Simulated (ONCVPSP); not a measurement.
# An ONCV potential for cerium, from input to tests

Task: generate the file, and judge it by its errors in other configurations, its logarithmic derivatives, its ghosts and its cutoff.

Program: ONCVPSP 4.0.1. Reference atom: LDA (Perdew-Wang 92), scalar-relativistic, spherical and spin-unpolarised. All values are calculated.

15 further runs of the same task are left out: 9 that didn't finish, 6 set aside as unsound or not needed.

## 1. The design

The settings as typed:

| Quantity | Value |
| --- | --- |
| element | cerium (Ce, Z = 58) |
| type | optimised norm-conserving Vanderbilt (ONCV) |
| frozen core | [Kr] |
| valence charge | 22 |
| reference configuration | 4d10 4f1 5s2 5p6 5d1 6s2 |
| partial waves | 5s+6s: rc 2.50 bohr, ncon 3, nbas 7, qcut 4.3 1/bohr, 2 projectors; 5p: rc 2.20 bohr, ncon 3, nbas 7, qcut 4.9 1/bohr, 2 projectors, debl 2.3 Ha; 4d+5d: rc 1.15 bohr, ncon 3, nbas 8, qcut 12.4 1/bohr, 3 projectors, debl 0.3 Ha; 4f: rc 0.95 bohr, ncon 5, nbas 10, qcut 18 1/bohr, 3 projectors, debl 0.9 Ha |
| local potential | polynomial inside 0.90 bohr (lpopt 2, dvloc0 2 Ha) |
| core correction | not asked for |

The outer shells as boxes (Hund's rule for the drawing; the calculation is spin-unpolarised):

```
[Kr] core
4d [↑↓][↑↓][↑↓][↑↓][↑↓]
4f [↑ ][  ][  ][  ][  ][  ][  ]
5s [↑↓]
5p [↑↓][↑↓][↑↓]
5d [↑ ][  ][  ][  ][  ]
6s [↑↓]
```

## 2. Generation

Ce.dat

```
# ATOM AND REFERENCE CONFIGURATION
# atsym  z   nc   nv     iexc    psfile
  Ce 58.00    8    6  -001012      upf
#
#   n    l    f
    1    0    2.00
    2    0    2.00
    2    1    6.00
    3    0    2.00
    3    1    6.00
    3    2   10.00
    4    0    2.00
    4    1    6.00
    4    2   10.00
    4    3    1.00
    5    0    2.00
    5    1    6.00
    5    2    1.00
    6    0    2.00
#
# PSEUDOPOTENTIAL AND OPTIMIZATION
# lmax
    3
#
#   l,   rc,      ep,       ncon, nbas, qcut
    0    2.50    0.00    3    7    4.30
    1    2.20    0.00    3    7    4.90
    2    1.15    0.00    3    8   12.40
    3    0.95    0.00    5   10   18.00
#
# LOCAL POTENTIAL
# lloc, lpopt,  rc(5),   dvloc0
    4    2    0.90    2.00
#
# VANDERBILT-KLEINMAN-BYLANDER PROJECTORs
# l, nproj, debl
    0    2    0.30
    1    2    2.30
    2    3    0.30
    3    3    0.90
#
# MODEL CORE CHARGE
# icmod, fcfact, rcfact
    0    0.00    0.00
#
# LOG DERIVATIVE ANALYSIS
# epsh1, epsh2, depsh
   -6.00    5.00    0.04
#
# OUTPUT GRID
# rlmax, drl
    6.00    0.01
#
# TEST CONFIGURATIONS
# ncnf
    4
# nvcnf
#   n    l    f
    6
    4    2   10.00
    4    3    1.00
    5    0    2.00
    5    1    6.00
    5    2    1.00
    6    0    1.00
#
    6
    4    2   10.00
    4    3    1.00
    5    0    2.00
    5    1    6.00
    5    2    1.00
    6    0    0.00
#
    6
    4    2   10.00
    4    3    1.00
    5    0    2.00
    5    1    6.00
    5    2    0.00
    6    0    0.00
#
    6
    4    2   10.00
    4    3    1.00
    5    0    2.00
    5    1    6.00
    5    2    1.50
    6    0    1.50
#
```

Command:

```bash
$ oncvpsp.x < Ce.dat > Ce.out
```

Q: Predict the outcome of this session. Wanted: cutoffs for 1 and 0.1 mHa per electron, occupied waves; bound ghosts; GHOST(+) flags; largest test error; largest phase difference near zero energy, channels read.

As calculated:

| quantity | value |
| --- | --- |
| cutoffs for 1 and 0.1 mHa per electron, occupied waves | 136 Ha and 151 Ha |
| bound ghosts | s at -48.04 eV |
| GHOST(+) flags | p at 89 eV |
| largest test error (AE − PS) | -6.0 meV, for 4d10 4f1 5s2 5p6 5d1 6s0 |
| largest phase difference near zero energy, channels read | 0.001 rad |

What this shows: A bound ghost (s) makes it unfit for use: electrons can fall into a state that the atom doesn't have. The worst unpolarised test, 4d10 4f1 5s2 5p6 5d1 6s0, is off by 6.0 meV on 17.6 eV; by total energies transferability rates as good. Atomic tests can pass in spite of a ghost, since they solve only for the levels asked. The potential is very hard: the looser tolerance needs 136 Ha. At the looser tolerance the 4f wave is the slowest; 4d needs 62 Ha. Near zero energy the phases of the channels with partial waves agree within 0.001 rad. The pseudo curves have a pole with no partner nearby in the atom's: s at -1.77 Ha. The program also flags highly localised states, GHOST(+) (p).
